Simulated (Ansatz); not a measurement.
# Si: the cost of one run

Computed with Ansatz 0.2.0 (DFT PBE, scalar-relativistic, plane waves, PAW, unless a step's input says otherwise).

**1. The structure to begin with**

The structure is cubic, space group Fd-3m (No. 227). Conventional cell: a = 5.430 Å, b = 5.430 Å, c = 5.430 Å, α = 90.00°, β = 90.00°, γ = 90.00°. Si (site symmetry -43m) has 4 Si at 2.35 Å as nearest neighbours.

As a file:

```cif
data_structure
_symmetry_space_group_name_H-M 'Fd-3m:1'
_symmetry_Int_Tables_number 227
_cell_length_a 5.4300
_cell_length_b 5.4300
_cell_length_c 5.4300
_cell_angle_alpha 90.000
_cell_angle_beta 90.000
_cell_angle_gamma 90.000
_cell_volume 160.10
loop_
_atom_site_label
_atom_site_type_symbol
_atom_site_symmetry_multiplicity
_atom_site_Wyckoff_symbol
_atom_site_fract_x
_atom_site_fract_y
_atom_site_fract_z
_atom_site_occupancy
Si1 Si 8 b 0.00000 0.00000 0.50000 1
```

**2. Relaxing cell and atoms: Si, no spin**

input.yaml reads:

```yaml
crystal:
  lattice:
    - [0.0, 2.715, 2.715]
    - [2.715, 0.0, 2.715]
    - [2.715, 2.715, 0.0]
  atoms:
    - { symbol: Si, position: [0.0, 0.0, 0.0] }
    - { symbol: Si, position: [0.25, 0.25, 0.25] }
scf:
  occupations: { method: gaussian, width: 0.01 }
output:
  forces: true
  stress: true
  eigenvalues: true
  write_density: true
  write_potential: true
  elf: true
  volumetric_format: npy
hamiltonian:
  xc: pbe
kpoints:
  mp_grid: { grid: [10, 10, 10] }
relax:
  f_tol: 0.005
  cell: { stress_tol: 0.02 }
```

Run with:

```
$ ansatz run input.yaml --threads 4 --pin off --max-ram 14336MiB --backend cpu --events-out ev --progress --plain --runs-dir out
```

Q: Estimate wall time and peak memory on 4 threads of Arm Neoverse V1, shared host.

About 2.3 s, with a peak of 0.3 GiB.
